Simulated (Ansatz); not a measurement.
## HKO, SMILES [OH][K]: a ladder of methods at one geometry, step by step

Program: Ansatz 0.2.0, Python API.

Notebook, run cell by cell (the value of a cell's last expression is shown):

In [1]:
```python
import ansatz
from ase import Atoms
```

In [2]:
```python
BASIS = 'def2-SVP'
```

In [3]:
```python
atoms = Atoms(['O', 'K', 'H'], positions=[
    (-0.5234, -0.4515, -0.3438),
    (1.476, -0.1261, 0.7969),
    (-0.9636, 0.5128, -0.4663),
])
molecule = ansatz.Crystal.molecule_from_ase(atoms)
```

In [4]:
```python
job = molecule.calculation().basis(gaussian=BASIS)
```

In [5]:
```python
methods = ['mp2', 'ccsd', 'ccsd_t', 'ccsdt']
batch = ansatz.Session.batch([job.correlation(m).input() for m in methods])
reports = sorted(batch.plan().execute().molecular_reports, key=lambda each: each['member'])
print(f'Hartree-Fock reference {reports[0]["reference_energy_ev"] / 27.211386246:.6f} Ha')
best = reports[-1]['free_energy_ev'] - reports[-1]['reference_energy_ev']
for method, each in zip(methods, reports):
    gained = each['free_energy_ev'] - each['reference_energy_ev']
    print(f'{method:8s} total {each["free_energy_ev"] / 27.211386246:.6f} Ha  correlation {gained:9.4f} eV  ({100 * gained / best:.1f} % of the last)')
```
```text
Hartree-Fock reference -674.435857 Ha
mp2      total -674.690891 Ha  correlation   -6.9398 eV  (94.8 % of the last)
ccsd     total -674.699810 Ha  correlation   -7.1825 eV  (98.2 % of the last)
ccsd_t   total -674.704474 Ha  correlation   -7.3094 eV  (99.9 % of the last)
ccsdt    total -674.704761 Ha  correlation   -7.3171 eV  (100.0 % of the last)
```

Notes:
- Total energies depend on the basis set; only differences at equal settings carry meaning.
- The geometry is a force-field or estimated start, not a minimum of this method, and the basis set is short of its limit. A lower total doesn't mark the better method: functionals have no common bound, and MP2 and coupled cluster aren't variational.
- Inner cores stay frozen; the shell under the valence of alkali and alkaline-earth atoms is correlated with it.
